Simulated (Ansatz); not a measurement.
Crystal: HfIn4SiO6.

```xyz
12
Lattice="2.7159 -4.7036 0.0083 2.7159 4.7036 0.0083 -1.8792 0.0000 7.4013" Properties=species:S:1:pos:R:3 pbc="T T T"
Hf    2.7159   -2.7125    0.0083
In    1.7763   -1.1453    3.7090
In    2.7159    0.4231    0.0083
In    1.7763    2.0313    3.7090
In    1.7763   -4.3098    3.7090
Si    2.7159    3.5589    0.0083
O    -1.1497    0.2444    6.4159
O     4.7022    0.2444    1.0021
O     1.9910   -1.2091    6.4253
O     1.5616   -1.2091    0.9927
O     1.8741    2.2355    0.9933
O     1.6785    2.2355    6.4246
```

The cell was built by a generator and needn't be a form met in nature.

- Program: Ansatz 0.2.0
- Task: relaxation of cell and atoms
- Functional: PBE
- Dispersion: D3(BJ)-ATM
- Potentials or basis: Ansatz PAW
- Cutoff: 420 eV (not typed: the program's choice for these potentials)
- k mesh: 4 × 4 × 3
- Occupations: fermi-dirac, width 0.05 eV
- Spin: no spin polarisation

At the start: volume 15.77 Å³/atom.

Q: Where does the relaxation end?

A: It ends after 8 steps and the volume is 15.28 Å³/atom (-3.1 %); space group C2 (No. 5, to 0.05 Å).

Step by step:
```
step  energy change (eV)  largest force (eV/Å)  volume (Å³)
   1              0.0000                0.0797       189.24
   2             -0.0423                0.2369       180.50
   3             -0.0594                0.0816       183.91
   4             -0.0610                0.0441       183.79
   5             -0.0617                0.0075       183.64
   6             -0.0479                0.0077       183.64
   7             -0.0489                0.0032       183.35
   8             -0.0480                0.0033       183.35
```

Final structure:
```yaml
crystal:
  lattice:
    - [2.69674, -4.67062, 0.00932]
    - [2.69674, 4.67062, 0.00932]
    - [-1.86282, 0.00000, 7.27179]
  atoms:
    - { symbol: Hf, position: [0.78826, 0.21174, 0.00000] }
    - { symbol: In, position: [0.62109, 0.37891, 0.50000] }
    - { symbol: In, position: [0.45491, 0.54509, 0.00000] }
    - { symbol: In, position: [0.28553, 0.71447, 0.50000] }
    - { symbol: In, position: [0.95787, 0.04213, 0.50000] }
    - { symbol: Si, position: [0.12160, 0.87840, 0.00000] }
    - { symbol: O, position: [0.06069, 0.11234, 0.86374] }
    - { symbol: O, position: [0.88766, 0.93931, 0.13626] }
    - { symbol: O, position: [0.79477, 0.53715, 0.86374] }
    - { symbol: O, position: [0.46285, 0.20523, 0.13626] }
    - { symbol: O, position: [0.15363, 0.63003, 0.13614] }
    - { symbol: O, position: [0.36997, 0.84637, 0.86386] }
```

Caveat: the plane-wave basis is chosen anew once the cell has moved, so the energies of steps on either side of that aren't comparable; the pressure holds a Pulay correction of +0.5 GPa for the finite cutoff; pairwise dispersion overbinds metals, which lowers pressure and volume.
